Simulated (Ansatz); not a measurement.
**C₂H₆AlCl: how energies converge with the basis set**

Aim: see how fast density functionals converge with the basis set for C₂H₆AlCl.

Program: Ansatz 0.2.0, Gaussian basis. Level of theory: one geometry, several basis sets. These are calculated values, not measurements.

Levels to be run: PBE0-D4/def2-SVP; ωB97M-V/def2-SVP; PBE0-D4/def2-QZVPP; ωB97M-V/def2-QZVPP; the functionals' def2-TZVPP values are taken from earlier runs.

## 1. The geometry

All runs share one geometry, relaxed beforehand with PBE0-D4 in a triple-zeta def2 set.

SMILES `[CH3][Al]([CH3])[Cl]`, 10 atoms, charge 0, spin multiplicity 1.

Atoms are counted from 1 here; the program's logs count them from 0.

Bond lengths: C1–Al2 1.942 Å, C1–H5 1.092 Å, C1–H6 1.095 Å, C1–H7 1.095 Å, Al2–C3 1.942 Å, Al2–Cl4 2.114 Å, C3–H8 1.094 Å, C3–H9 1.093 Å, C3–H10 1.094 Å. Angles: Al2–C1–H5 112.5°, Al2–C1–H6 110.7°, Al2–C1–H7 110.7°, H5–C1–H6 108.1°, H5–C1–H7 108.1°, H6–C1–H7 106.4°, C1–Al2–C3 125.8°, C1–Al2–Cl4 117.8°, C3–Al2–Cl4 116.4°, Al2–C3–H8 110.7°, Al2–C3–H9 112.6°, Al2–C3–H10 110.7°, H8–C3–H9 108.1°, H8–C3–H10 106.4°, H9–C3–H10 108.1°.

## 2. PBE0-D4 in def2-SVP

in.yaml reads:

```yaml
crystal:
  periodic: [false, false, false]
  atoms:
    - {symbol: C, position_ang: [-0.517718, 1.358170, -0.989245]}
    - {symbol: Al, position_ang: [-0.252306, -0.446582, -0.322407]}
    - {symbol: C, position_ang: [0.742157, -0.932212, 1.273547]}
    - {symbol: Cl, position_ang: [-1.112329, -2.038179, -1.415399]}
    - {symbol: H, position_ang: [-1.121376, 1.383788, -1.898317]}
    - {symbol: H, position_ang: [-1.010198, 1.981429, -0.235428]}
    - {symbol: H, position_ang: [0.443788, 1.835561, -1.206036]}
    - {symbol: H, position_ang: [0.102380, -1.471240, 1.979273]}
    - {symbol: H, position_ang: [1.158659, -0.063286, 1.788840]}
    - {symbol: H, position_ang: [1.566943, -1.607457, 1.025183]}
basis:
  gaussian: {orbitals: def2-SVP}
hamiltonian: {xc: pbe0, dispersion: d4}
output: {orbitals: {seedname: orbitals}}
```

After this run come: ωB97M-V in def2-SVP; PBE0-D4 in def2-QZVPP; ωB97M-V in def2-QZVPP.

Q: Predict the results of all the runs planned. Wanted: PBE0-D4: double and triple zeta above quadruple; ωB97M-V: double and triple zeta above quadruple.

As calculated:

```
                                       quantity          value
PBE0-D4: double and triple zeta above quadruple  9.77, 0.71 eV
ωB97M-V: double and triple zeta above quadruple  9.85, 0.68 eV
```

What this shows: For PBE0-D4 the step from double to triple zeta gains 9.06 eV and the next only 0.71 eV. These are total energies; as a rule much of such shifts cancels in differences, which this series doesn't test.
